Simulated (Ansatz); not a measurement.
**C₂H₅GeNO: up Jacob's ladder to CCSD(T)**

Aim: compute C₂H₅GeNO with functionals from several rungs and with coupled cluster, and see how far each lands from CCSD(T) at the basis-set limit for the atomisation energy.

Method: functionals in def2-TZVPP, the program's frozen cores in correlated methods; program: Ansatz 0.2.0, Gaussian basis.

The runs, in order: PBE-D4, r2SCAN-D4, PBE0-D4, B3LYP-D4, ωB97X-V, ωB97M-V, B2PLYP; CCSD(T)/def2-TZVPP; MP2/def2-QZVPP; extrapolation to the limit.

## (1) The geometry

The geometry comes from an earlier relaxation with PBE0-D4 in a triple-zeta def2 set; it is a stationary point, not always the lowest conformer.

SMILES `N=[C]1[CH2][GeH]1[OH]`, 10 atoms, charge 0, spin multiplicity 1.

Atoms are counted from 1 here; the program's logs count them from 0.

Bond lengths: N1–C2 1.253 Å, N1–H6 1.020 Å, C2–C3 1.505 Å, C2–Ge4 1.946 Å, C3–Ge4 1.967 Å, C3–H7 1.092 Å, C3–H8 1.089 Å, Ge4–O5 1.775 Å, Ge4–H9 1.525 Å, O5–H10 0.960 Å. Angles: C2–N1–H6 111.6°, N1–C2–C3 132.7°, N1–C2–Ge4 158.0°, C3–C2–Ge4 68.1°, C2–C3–Ge4 66.6°, C2–C3–H7 113.5°, C2–C3–H8 117.7°, Ge4–C3–H7 114.0°, Ge4–C3–H8 125.4°, H7–C3–H8 112.1°, C2–Ge4–C3 45.2°, C2–Ge4–O5 123.9°, C2–Ge4–H9 125.5°, C3–Ge4–O5 118.8°, C3–Ge4–H9 123.7°, O5–Ge4–H9 107.2°, Ge4–O5–H10 112.4°.

Coordinates:

```xyz
10
C2H5GeNO
N    -0.98577   -0.60328    1.90110
C    -0.44423   -0.34443    0.80140
C     0.63089   -1.03377    0.00488
Ge   -0.24066    0.43548   -0.96993
O     0.68850    1.91159   -1.30170
H    -1.72921    0.06039    2.11949
H     1.64198   -0.80164    0.34499
H     0.50313   -2.09466   -0.20680
H    -1.18991    0.22503   -2.14488
H     1.20837    2.19419   -0.54545
```

## (2) PBE-D4 (GGA)

Input file in.yaml:

```yaml
crystal:
  periodic: [false, false, false]
  atoms:
    - {symbol: N, position_ang: [-0.985775, -0.603276, 1.901101]}
    - {symbol: C, position_ang: [-0.444232, -0.344429, 0.801399]}
    - {symbol: C, position_ang: [0.630895, -1.033772, 0.004881]}
    - {symbol: Ge, position_ang: [-0.240662, 0.435476, -0.969927]}
    - {symbol: O, position_ang: [0.688502, 1.911592, -1.301704]}
    - {symbol: H, position_ang: [-1.729207, 0.060387, 2.119492]}
    - {symbol: H, position_ang: [1.641980, -0.801644, 0.344988]}
    - {symbol: H, position_ang: [0.503135, -2.094656, -0.206800]}
    - {symbol: H, position_ang: [-1.189907, 0.225026, -2.144880]}
    - {symbol: H, position_ang: [1.208370, 2.194193, -0.545451]}
basis:
  gaussian: {orbitals: def2-TZVPP}
hamiltonian: {xc: pbe, dispersion: d4}
output: {forces: true, orbitals: {seedname: orbitals}}
```

Run with:

```bash
ansatz run in.yaml --threads 4 --pin off --events-out ev --progress --plain --max-ram 10444MiB
```

The runs that follow: r2SCAN-D4 (meta-GGA); PBE0-D4 (hybrid); B3LYP-D4 (hybrid); ωB97X-V (range-separated); ωB97M-V (range-separated); B2PLYP (double hybrid); CCSD(T) in def2-TZVPP; MP2 in def2-QZVPP.

**Question.** What will the summary of the whole plan be? Wanted: atomisation energy, CCSD(T)/CBS; farthest; mean size of error, hybrid; mean size of error, range-separated; gap, smallest and largest; T1 diagnostic; triples share of the correlation energy.

As calculated:

| quantity | value |
| --- | --- |
| atomisation energy, CCSD(T)/CBS | 3662.0 kJ/mol |
| functionals within 36.6 kJ/mol (1.0 %) | r2SCAN-D4, PBE0-D4, B3LYP-D4, ωB97X-V, ωB97M-V |
| farthest | PBE-D4 (+125.1 kJ/mol) |
| mean size of error, hybrid | 9.9 kJ/mol |
| mean size of error, range-separated | 5.8 kJ/mol |
| gap, smallest and largest | 3.02 eV (PBE-D4), 9.72 eV (ωB97X-V) |
| T1 diagnostic | 0.0134 |
| triples share of the correlation energy | 4.3 % |

PBE-D4 is off by +125.1 kJ/mol. Double hybrids carry the basis error of their MP2 part in triple zeta, and no dispersion term here, so their miss is partly the set-up's. Misses under about 36.6 kJ/mol are within the doubt on the reference itself, which lacks core-valence correlation, relativity and higher excitations, and its outer-core shells are covered unevenly. Hartree-Fock recovers 66 % of the binding; the rest is correlation. Orbital gaps span 3.0 to 9.7 eV; exact exchange widens them. Correlated methods include outer-core shells of Ge, which these sets cover unevenly.
